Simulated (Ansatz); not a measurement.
# CoF4: the cost of one run

Program: Ansatz 0.2.0. Level of theory: DFT unrestricted B3LYP, scalar-relativistic (X2C), Gaussian basis x2c-TZVPPall, and further levels as typed in the inputs. These are calculated values, not measurements.

1 further run of the same task is left out (it didn't finish).

## Step 1: The starting structure

Bond lengths: Co1–F2 1.747 Å, Co1–F3 1.735 Å, Co1–F4 1.731 Å, Co1–F5 1.753 Å. Angles: F2–Co1–F3 179.1°, F2–Co1–F4 90.5°, F2–Co1–F5 89.3°, F3–Co1–F4 90.0°, F3–Co1–F5 90.2°, F4–Co1–F5 178.9°.

Structure file:

```xyz
5

Co   -0.0126    0.0153   -0.0097
F     1.7347   -0.0010    0.0030
F    -1.7473    0.0159    0.0013
F    -0.0111    1.7458    0.0011
F    -0.0076   -1.7378    0.0138
```

## Step 2: Relaxing the atoms: CoF4

File input.yaml:

```yaml
relax:
  f_tol: 0.001
  max_steps: 200
crystal:
  periodic: [false, false, false]
  atoms:
    - { symbol: Co, position_ang: [-0.012641, 0.015279, -0.009707] }
    - { symbol: F, position_ang: [1.734706, -0.001007, 0.003038] }
    - { symbol: F, position_ang: [-1.74726, 0.015851, 0.001343] }
    - { symbol: F, position_ang: [-0.011069, 1.745782, 0.001075] }
    - { symbol: F, position_ang: [-0.00764, -1.737752, 0.013838] }
magnetization:
  spin_polarized: true
  initial_magnetization: 1
basis:
  gaussian: { orbitals: x2c-TZVPPall }
hamiltonian:
  xc: { name: B3LYP }
output:
  orbitals: {}
```

Launch:

```
$ ansatz run input.yaml --threads 4 --pin off --max-ram 8192MiB --backend cpu --events-out ev --progress --plain --runs-dir out
```

**Question.** How long does this run take on 4 threads of Arm Neoverse V1, shared host, and how much memory does it need?

About 6.8 min, with a peak of 0.94 GiB.
